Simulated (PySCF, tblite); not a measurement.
**C₄H₇NOSi: geometry, infrared bands and NMR shifts**

What infrared bands and NMR shifts should C₄H₇NOSi (`N#C[SiH2]OC1CC1`) show?

Computed with tblite 0.8.0 and PySCF 2.14.0, with density-fitted response routines of our own, on a single molecule in the gas phase. Atoms count from 0, in the outputs and in this text.

**1. Starting geometry**

14 atoms, charge 0, multiplicity 1; geometry from: force field or distance geometry start.

Bonds of the start (Å): N0–C1 1.16, C1–Si2 1.84, Si2–O3 1.70, O3–C4 1.36, C4–C5 1.51, C5–C6 1.51, C6–C4 1.52, Si2–H7 1.46, Si2–H8 1.48, C4–H9 1.11, C5–H10 1.12, C5–H11 1.12, C6–H12 1.12, C6–H13 1.11.

**2. Geometry optimisation with GFN2-xTB**

The job: settings as JSON, then the geometry in Å.

```
{"job": {"kind": "relax", "xc": "GFN2-xTB", "basis": "xTB"}, "charge": 0, "multiplicity": 1}
N      3.571400     2.112400    -0.680700
C      2.936400     1.197400    -0.364200
Si     1.951400    -0.252500     0.184300
O      0.367300     0.174400     0.618100
C     -0.631100    -0.267300    -0.194600
C     -1.892200    -0.660200     0.546500
C     -1.896200     0.561800    -0.345000
H      2.045400    -1.309800    -0.819800
H      2.616900    -0.768000     1.397300
H     -0.424600    -0.859700    -1.115400
H     -1.910700    -0.397100     1.635800
H     -2.417300    -1.583400     0.204100
H     -1.823600     1.544600     0.184500
H     -2.493800     0.507000    -1.273200
```

Command:

```bash
> OMP_NUM_THREADS=1 python probes_run.py task.json out
```

This one command runs all jobs of the session in turn.

**Question.** This job is followed by: GFN2-xTB harmonic vibrations, gas phase; GIAO PBE0/pcSseg-1 NMR shielding, non-relativistic, gas phase. What will the session give for the following? strongest single infrared mode (GFN2-xTB); zero-point energy (GFN2-xTB); 13C shifts against TMS (PBE0/pcSseg-1, means over atoms taken as alike); 1H shifts against TMS (PBE0/pcSseg-1, means over atoms taken as alike); 15N shifts against NH3 (PBE0/pcSseg-1); 29Si shifts against TMS (PBE0/pcSseg-1); 17O shifts against H2O (PBE0/pcSseg-1); surface potential, 1st and 99th percentile.

As calculated:

```
                                                               quantity                       value
                              strongest single infrared mode (GFN2-xTB)       2234 cm⁻¹, 266 km/mol
                                           zero-point energy (GFN2-xTB)               62.8 kcal/mol
13C shifts against TMS (PBE0/pcSseg-1, means over atoms taken as alike)        126.5, 51.9, 6.1 ppm
 1H shifts against TMS (PBE0/pcSseg-1, means over atoms taken as alike)  4.80, 3.78, 1.15, 0.55 ppm
                                 15N shifts against NH3 (PBE0/pcSseg-1)                   361.8 ppm
                                29Si shifts against TMS (PBE0/pcSseg-1)                   -69.1 ppm
                                 17O shifts against H2O (PBE0/pcSseg-1)                    27.2 ppm
                                  surface potential, 1st and 99th percentile          -1.62 V and 1.64 V
```

The optimisation took 195 steps and gained 0.650 eV; among the close pairs (by a distance rule), Si2–O3 changed most, from 1.697 to 1.612 Å. No mode is imaginary among the 36: a minimum at this level. The strongest single mode, at 2234 cm⁻¹, moves mainly H7. Unscaled tight-binding wavenumbers are off by several per cent, some by more. Its intensities can rank the bands wrongly. At PBE0/pcSseg-1: The widest tensor belongs to N0: span 583 ppm, with a paramagnetic part of -432 ppm. By nearest atom (PBE0/pcSseg-1), the HOMO sits on O3 31 %; C4 22 % and the LUMO on N0 24 %; C1 24 %.
